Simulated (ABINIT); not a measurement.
InAs:

```
In As
1.0
     0.00000    3.01800    3.01800
     3.01800    0.00000    3.01800
     3.01800    3.01800    0.00000
In As
1 1
Cartesian
  0.0000 0.0000 0.0000
  4.5270 4.5270 4.5270
```

| Item | Value |
| --- | --- |
| Program | ABINIT 10.8.3 (patched build) |
| Task | relaxation of cell and atoms |
| Functional | PBEsol |
| Potentials or basis | PseudoDojo NC SR PBEsol v0.4.1 standard |
| Cutoff | 1143 eV |
| k mesh | 6 × 6 × 6 |
| Occupations | fermi-dirac, width 0.05 eV |
| Spin | no spin polarisation |

At the start: pressure 1.7 GPa; volume 27.49 Å³/atom.

How do energy, volume and symmetry change on relaxing?

Over 4 steps the energy falls by 4.0 meV/atom and the volume is 28.28 Å³/atom (+2.9 %); space group F-43m (No. 216, to 0.05 Å).

Step by step:
| step | energy change (eV) | largest force (eV/Å) | pressure (GPa) | volume (Å³) |
| --- | --- | --- | --- | --- |
| 1 | 0.0000 | 0.0000 | 1.69 | 54.98 |
| 2 | -0.0027 | 0.0000 | 1.36 | 55.26 |
| 3 | -0.0081 | 0.0000 | 0.05 | 56.50 |
| 4 | -0.0081 | 0.0000 | 0.00 | 56.56 |

Final structure:
```
CELL_PARAMETERS angstrom
0.00000 3.04660 3.04660
3.04660 0.00000 3.04660
3.04660 3.04660 0.00000
ATOMIC_POSITIONS crystal
In 0.00000 0.00000 0.00000
As 0.75000 0.75000 0.75000
```
